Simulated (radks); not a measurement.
# Valence configurations of I

Aim: which of several valence configurations of I lies lowest at this level, and whether it is the one NIST lists ([Kr] 4d10 5s2 5p5).

Method: scalar-relativistic Kohn-Sham, r2SCAN, spin-polarised, spherical densities, finite nucleus; open shells are filled with parallel spins first. Code: radks (a radial shooting solver on a logarithmic mesh, Libxc functionals) version 1.

## 1. Starting point

- element: iodine (Z = 53)
- charge: 0
- electrons: 53
- configuration: [Kr] 4d10 5s2 5p5
- nuclear rms radius: 4.75 fm
- others tried: 4d9 5s2 5p6; 4d10 5s1 5p6; 4d9.5 5s2 5p5.5

The outer shells:

I
```
[Kr] core
4d [↑↓][↑↓][↑↓][↑↓][↑↓]
5s [↑↓]
5p [↑↓][↑↓][↑ ]
```

## 2. [Kr] 4d10 5s2 5p5

Input:

```text
Z 53
configuration [Kr] 4d10 5s2 5p5
relativity scalar-relativistic
functional r2scan,r2scan
spin polarised
nucleus finite rms 4.75 fm
c 137.035999084
```

## 3. [Kr] 4d9 5s2 5p6

Changes since step 2:

```diff
@@ -1,3 +1,3 @@
 Z 53
-configuration [Kr] 4d10 5s2 5p5
+configuration [Kr] 4d9 5s2 5p6
 relativity scalar-relativistic
```

## 4. [Kr] 4d10 5s1 5p6

Changes since step 3:

```diff
@@ -1,3 +1,3 @@
 Z 53
-configuration [Kr] 4d9 5s2 5p6
+configuration [Kr] 4d10 5s1 5p6
 relativity scalar-relativistic
```

## 5. [Kr] 4d9.5 5s2 5p5.5

Changes since step 4:

```diff
@@ -1,3 +1,3 @@
 Z 53
-configuration [Kr] 4d10 5s1 5p6
+configuration [Kr] 4d9.5 5s2 5p5.5
 relativity scalar-relativistic
```

Q: Predict the outcome of this session. Wanted: for each run, valence; E − E(NIST configuration); moment; highest level; its energy; 1s shift.

**Answer**, as computed:

```csv
valence,E − E(NIST configuration) (eV),moment (μB),highest level,its energy (eV),1s shift (eV)
4d10 5s2 5p5,0.000,1,5p down,-6.931,+0.00
4d10 5s1 5p6,10.547,1,5p down,-7.461,-1.51
4d9.5 5s2 5p5.5,22.735,1,5p down,-7.697,-4.65
4d9 5s2 5p6,46.541,1,5p down,-8.425,-9.33
```

What this shows: Theory agrees with NIST among these: the next, 4d10 5s1 5p6, lies 10.547 eV higher. The energies are those of spherical high-spin densities, not of single terms. The 1s eigenvalue shifts by up to 9.33 eV as the valence charge is rearranged.
